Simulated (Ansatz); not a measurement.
This was printed by a script on the Python package of Ansatz (0.2.0), for a geometry optimisation of C3H7NOSi, SMILES CN=C[SiH2]C=O. What did the script look like? Use: r2SCAN, def2-SVP basis, multiplicity 1.

```xyz
13

C    -1.3126   -2.0751   -0.1079
N    -0.8522   -0.6643   -0.0966
C     0.3198   -0.5382    0.3316
Si    1.2169    1.1762    0.4316
C     0.3097    2.3593   -0.7476
O     0.9013    3.3979   -1.0695
H    -0.6225   -2.7752    0.2522
H    -1.5936   -2.2810   -1.1522
H    -2.2590   -2.0735    0.5392
H     0.9819   -1.3783    0.7112
H     2.5867    1.0208    0.1498
H     1.0992    1.6609    1.8618
H    -0.7551    2.1358   -1.0888
```

```console
$ python opt.py
reference energy    -14625.878096 eV
total energy        -14625.878096 eV
occupied (up, down): [27, 27]  virtual: [96, 96]  frozen: 0
bond        before    after (A)
C0-N1        1.4841   1.4412
C0-H6        1.0469   1.1093
C0-H7        1.1009   1.1028
C0-H8        1.1465   1.1030
N1-C2        1.2541   1.2783
C2-Si3       1.9375   1.8887
C2-H9        1.1350   1.1179
Si3-C4       1.9009   1.9397
Si3-H10      1.4071   1.4927
Si3-H11      1.5147   1.4938
C4-O5        1.2379   1.2099
C4-H12       1.1402   1.1299
   atom  mulliken  lowdin
0     C     0.059   0.030
1     N    -0.261   0.052
2     C    -0.181  -0.153
3    Si     0.496   0.305
4     C    -0.008  -0.109
5     O    -0.217   0.052
6     H     0.016  -0.015
7     H     0.060   0.005
8     H     0.061   0.006
9     H     0.041  -0.015
10    H    -0.063  -0.069
11    H    -0.047  -0.059
12    H     0.044  -0.030
dipole (e A): [-0.0884 -0.7247  0.1267]
```

The script that was run (others could print the same):

`opt.py`:
```python
# -*- coding: utf-8 -*-
import ansatz as az
import numpy as np
import pandas as pd


def main():
    geometry_ang = [
        ('C', (-1.3126, -2.0751, -0.1079)),
        ('N', (-0.8522, -0.6643, -0.0966)),
        ('C', (0.3198, -0.5382, 0.3316)),
        ('Si', (1.2169, 1.1762, 0.4316)),
        ('C', (0.3097, 2.3593, -0.7476)),
        ('O', (0.9013, 3.3979, -1.0695)),
        ('H', (-0.6225, -2.7752, 0.2522)),
        ('H', (-1.5936, -2.281, -1.1522)),
        ('H', (-2.259, -2.0735, 0.5392)),
        ('H', (0.9819, -1.3783, 0.7112)),
        ('H', (2.5867, 1.0208, 0.1498)),
        ('H', (1.0992, 1.6609, 1.8618)),
        ('H', (-0.7551, 2.1358, -1.0888)),
    ]
    molecule = az.Crystal.molecule()
    for symbol, xyz in geometry_ang:
        molecule = molecule.atom(symbol, xyz)

    job = (
        molecule.calculation()
        .basis(gaussian='def2-SVP')
        .functional('r2scan')
        .scf(lower_state_search='standard')
    )
    symbols = [site.symbol for site in molecule.cartesian_sites]
    start = np.array([site.position_ang for site in molecule.cartesian_sites], dtype=float)
    report = job.relax(force_tolerance=0.02, max_steps=100).run().report
    end = np.array(report['positions_ang'])

    print('reference energy %16.6f eV' % report['reference_energy_ev'])
    print('total energy     %16.6f eV' % report['free_energy_ev'])
    print('occupied (up, down):', report['n_occupied'], ' virtual:', report['n_virtual'], ' frozen:', report['n_frozen'])

    print('bond        before    after (A)')
    for i, j in [(0, 1), (0, 6), (0, 7), (0, 8), (1, 2), (2, 3), (2, 9), (3, 4), (3, 10), (3, 11), (4, 5), (4, 12)]:
        d0, d1 = (np.linalg.norm(xyz[i] - xyz[j]) for xyz in (start, end))
        print(f'{symbols[i]}{i}-{symbols[j]}{j}'.ljust(10), f'{d0:8.4f} {d1:8.4f}')

    charges = report['charge_distribution']
    table = pd.DataFrame({'atom': symbols, 'mulliken': charges['mulliken_charges_e'], 'lowdin': charges['lowdin_charges_e']})
    print(table.round(3).to_string())
    print('dipole (e A):', np.round(charges['dipole_moment_e_ang'], 4) + 0.0)
    with open('c3h7nosi_opt.xyz', 'w') as handle:
        handle.write(f'{len(symbols)}\nrelaxed C3H7NOSi\n')
        handle.writelines(f'{s:2s} {x:11.6f} {y:11.6f} {z:11.6f}\n' for s, (x, y, z) in zip(symbols, end))


if __name__ == '__main__':
    main()
```

Reading the output:
- These settings explore the input space; basis and method may be short of convergence.
- The end point is the stationary point reached from this start; no frequency run checks that it is a minimum, and the basis set is modest.
- The Löwdin charges here are taken after orthogonalising the functions within each atom; they differ from plain Löwdin charges, and their signs can be unphysical.
- Timing: 3.7 min on 1 thread of Arm Neoverse V1 (shared host), peak memory 0.29 GiB.

(A comment or docstring line of the script was reworded after the run, the code is as it ran; lines on the test bed's own set-up are left out of the output.)
